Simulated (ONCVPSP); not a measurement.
# Ni: the cost of one run

Method: ONCVPSP 4.0.1.1 (patched build), PBE, scalar-relativistic.

**1. The atom and the settings**

The settings as typed:

- element: nickel (Ni, Z = 28)
- type: optimised norm-conserving Vanderbilt (ONCV)
- frozen core: [Ne]
- valence charge: 18
- reference configuration: 3s2 3p6 3d8 4s2
- partial waves: 3s+4s: rc 1.30 bohr, ncon 4, nbas 7, qcut 9 1/bohr, 2 projectors; 3p: rc 0.90 bohr, ncon 4, nbas 8, qcut 15.6 1/bohr, 2 projectors, debl 1.8 Ha; 3d: rc 1.40 bohr, ncon 3, nbas 8, qcut 13.6 1/bohr, 2 projectors, debl 2.9 Ha
- local potential: polynomial inside 0.85 bohr (lpopt 5, dvloc0 2 Ha)
- core correction: Teter function, fcfact 5.25, rcfact 1.6

The nodes and maxima of the atom's own shells, from an earlier all-electron run, set the scale for the radii.

All-electron outer shells of the reference configuration (PBE, scalar-relativistic, ld1.x):

```json
{"shell": "2p", "level (eV)": "-844.68", "outermost node (bohr)": "–", "outermost maximum (bohr)": "0.16"}
{"shell": "3s", "level (eV)": "-111.06", "outermost node (bohr)": "0.30", "outermost maximum (bohr)": "0.64"}
{"shell": "3p", "level (eV)": "-71.39", "outermost node (bohr)": "0.27", "outermost maximum (bohr)": "0.65"}
{"shell": "3d", "level (eV)": "-8.87", "outermost node (bohr)": "–", "outermost maximum (bohr)": "0.63"}
{"shell": "4s", "level (eV)": "-5.64", "outermost node (bohr)": "0.92", "outermost maximum (bohr)": "2.24"}
{"shell": "4p", "level (eV)": "-1.22", "outermost node (bohr)": "1.00", "outermost maximum (bohr)": "3.17"}
```

**2. Generating the potential**

File Ni.dat:

```
# ATOM AND REFERENCE CONFIGURATION
# atsym  z   nc   nv     iexc    psfile
  Ni 28.00    3    4        4      upf
#
#   n    l    f
    1    0    2.00
    2    0    2.00
    2    1    6.00
    3    0    2.00
    3    1    6.00
    3    2    8.00
    4    0    2.00
#
# PSEUDOPOTENTIAL AND OPTIMIZATION
# lmax
    2
#
#   l,   rc,      ep,       ncon, nbas, qcut
    0    1.30    0.00    4    7    9.00
    1    0.90    0.00    4    8   15.60
    2    1.40    0.00    3    8   13.60
#
# LOCAL POTENTIAL
# lloc, lpopt,  rc(5),   dvloc0
    4    5    0.85    2.00
#
# VANDERBILT-KLEINMAN-BYLANDER PROJECTORs
# l, nproj, debl
    0    2    2.90
    1    2    1.80
    2    2    2.90
#
# MODEL CORE CHARGE
# icmod, fcfact, rcfact
    3    5.25    1.60
#
# LOG DERIVATIVE ANALYSIS
# epsh1, epsh2, depsh
   -6.00    5.00    0.04
#
# OUTPUT GRID
# rlmax, drl
    6.00    0.01
#
# TEST CONFIGURATIONS
# ncnf
    4
# nvcnf
#   n    l    f
    4
    3    0    2.00
    3    1    6.00
    3    2    8.00
    4    0    1.00
#
    4
    3    0    2.00
    3    1    6.00
    3    2    8.00
    4    0    0.00
#
    4
    3    0    2.00
    3    1    6.00
    3    2    7.00
    4    0    0.00
#
    4
    3    0    2.00
    3    1    6.00
    3    2    6.00
    4    0    0.00
#
```

The run is started by

```sh
$ oncvpsp.x < Ni.dat > Ni.out
```

**Question.** How long does this run take on 1 thread of Neoverse-V1, shared host?

About 4.2 s.
